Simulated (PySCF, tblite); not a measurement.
# C4H12BClN2: geometry, infrared bands and NMR shifts

What infrared bands and NMR shifts should C4H12BClN2 (`[H]/N=C\CCC[B@@H-]([NH3+])Cl`) show?

The runs use tblite 0.8.0 and PySCF 2.14.0, with density-fitted response routines of our own; the level of theory stands in each step. All values are computed, except where a source is named. Atoms count from 0, in the outputs and in this text.

**1. The molecule as given**

20 atoms, charge 0, multiplicity 1; geometry from: force field or distance geometry start.

Bonds of the start (Å): N0–C1 1.28, C1–C2 1.51, C2–C3 1.52, C3–C4 1.53, C4–B5 1.59, B5–N6 1.54, B5–Cl7 1.87, N0–H8 1.02, C1–H9 1.07, C2–H10 1.11, C2–H11 1.11, C3–H12 1.10, C3–H13 1.12, C4–H14 1.12, C4–H15 1.12, B5–H16 1.18, N6–H17 1.04, N6–H18 1.05, N6–H19 1.06.

**2. Relaxing the molecule with GFN2-xTB**

Job settings and geometry (Å):

```
{"job": {"kind": "relax", "xc": "GFN2-xTB", "basis": "xTB"}, "charge": 0, "multiplicity": 1}
N     -2.804700     1.277200     1.276200
C     -2.160300     0.889400     0.235100
C     -1.983200    -0.584600    -0.013200
C     -0.706100    -0.721400    -0.818700
C      0.385900    -0.160300     0.099200
B      1.812700    -0.238400    -0.599800
N      2.754900     0.653000     0.222700
Cl     2.422000    -1.983500    -0.329300
H     -3.201100     0.569000     1.890400
H     -1.704700     1.561700    -0.460400
H     -2.871500    -1.030600    -0.509800
H     -1.898000    -1.052000     0.994100
H     -0.522900    -1.779300    -1.057200
H     -0.756600    -0.136300    -1.768900
H      0.083500     0.895000     0.315700
H      0.380000    -0.775300     1.032400
H      1.781600     0.050100    -1.742000
H      2.237400     1.276200     0.870800
H      3.330300     1.265300    -0.409800
H      3.415700     0.035400     0.769300
```

Command:

```bash
$ OMP_NUM_THREADS=1 python probes_run.py task.json out
```

This one command runs all jobs of the session in turn.

**Question.** This job is followed by: GFN2-xTB harmonic vibrations, gas phase; GIAO PBE0/pcSseg-1 NMR shielding, non-relativistic, gas phase. Predict these results of the whole session: strongest single infrared mode (GFN2-xTB); zero-point energy (GFN2-xTB); ¹³C shifts against TMS (PBE0/pcSseg-1); ¹H shifts against TMS (PBE0/pcSseg-1, means over atoms taken as alike); ¹⁵N shifts against NH3 (PBE0/pcSseg-1); ¹¹B shifts against BF3·OEt2 (PBE0/pcSseg-1); ³⁵Cl shifts against HCl (PBE0/pcSseg-1).

**Answer**, as computed:

| quantity | value |
| --- | --- |
| strongest single infrared mode (GFN2-xTB) | 1252 cm⁻¹, 276 km/mol |
| zero-point energy (GFN2-xTB) | 104.5 kcal/mol |
| ¹³C shifts against TMS (PBE0/pcSseg-1) | 181.5, 49.9, 28.6, 25.9 ppm |
| ¹H shifts against TMS (PBE0/pcSseg-1, means over atoms taken as alike) | 10.63, 7.70, 3.22, 3.04, 2.72, 1.84, 1.54, 1.53, 0.48, -0.36 ppm |
| ¹⁵N shifts against NH3 (PBE0/pcSseg-1) | 362.9, 66.1 ppm |
| ¹¹B shifts against BF3·OEt2 (PBE0/pcSseg-1) | -6.8 ppm |
| ³⁵Cl shifts against HCl (PBE0/pcSseg-1) | 0 ppm |

In words: The optimisation took 123 steps and gained 0.686 eV; among the close pairs (by a distance rule), B5–N6 changed most, from 1.536 to 1.640 Å. No mode is imaginary among the 54: a minimum at this level. The strongest single mode, at 1252 cm⁻¹, moves mainly H19, H18 and H17. Unscaled tight-binding wavenumbers are off by several per cent, some by more. Its intensities can rank the bands wrongly. At PBE0/pcSseg-1: The widest tensor belongs to N0: span 640 ppm, with a paramagnetic part of -416 ppm.
